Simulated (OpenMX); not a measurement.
HfIn4SiO6 under changes of volume

One of the cells (15.770 Å³/atom); the others are scaled copies at fixed shape and fractional positions:

```
Hf In Si O
1.0
     2.71585   -4.70357    0.00833
     2.71585    4.70357    0.00833
    -1.87915    0.00000    7.40127
Hf In Si O
1 4 1 6
Direct
  0.78835 0.21165 0.00000
  0.62175 0.37825 0.50000
  0.45502 0.54498 0.00000
  0.28407 0.71593 0.50000
  0.95814 0.04186 0.50000
  0.12168 0.87832 0.00000
  0.06219 0.11415 0.86666
  0.88585 0.93781 0.13334
  0.79490 0.53784 0.86663
  0.46216 0.20510 0.13337
  0.15352 0.62879 0.13333
  0.37121 0.84648 0.86667
```

The cell was built by a generator and needn't be a form met in nature.

| Quantity | Value |
| --- | --- |
| Program | OpenMX 3.8.5 |
| Functional | PBE |
| Potentials or basis | OpenMX 2013 PBE set, Hf7.0-s3p2d2, In7.0-s3p2d1, Si7.0-s2p1d1, O6.0-s2p2, fixed grid of 63 × 63 × 100 points |
| k mesh | 7 × 7 × 5 |
| Occupations | fermi-dirac, width 0.05 eV |
| Spin | no spin polarisation |

| volume (Å³/atom) | energy over the lowest point (meV/atom) | largest force (eV/Å) |
| --- | --- | --- |
| 14.824 | 45.42 | 0.980 |
| 15.139 | 25.48 | 0.746 |
| 15.454 | 11.68 | 0.539 |
| 15.770 | 3.37 | 0.375 |
| 16.085 | 0.00 | 0.281 |
| 16.401 | ? | ? |
| 16.716 | 6.04 | 0.394 |

Q: What does the run at 16.401 Å³/atom give?

A: Energy over the lowest point 1.04 meV/atom; largest force 0.298 eV/Å.

Worked out: A Birch-Murnaghan fit of order 3 (a polynomial in V^(-2/3)) to the other rows has its minimum at 16.16 Å³/atom with B0 = V·E''(V) = 112 GPa and B' = 4.7 at fixed shape and positions, which overstates the stiffness. It gives 1.05 meV/atom at 16.401 Å³/atom, against the run's 1.04.

Energies are extrapolated to zero smearing.

Caveats: the basis has few d functions beyond the semicore shells, which can make volumes several per cent too large; the basis of atomic orbitals isn't converged, which shifts pressures, moduli and gaps.
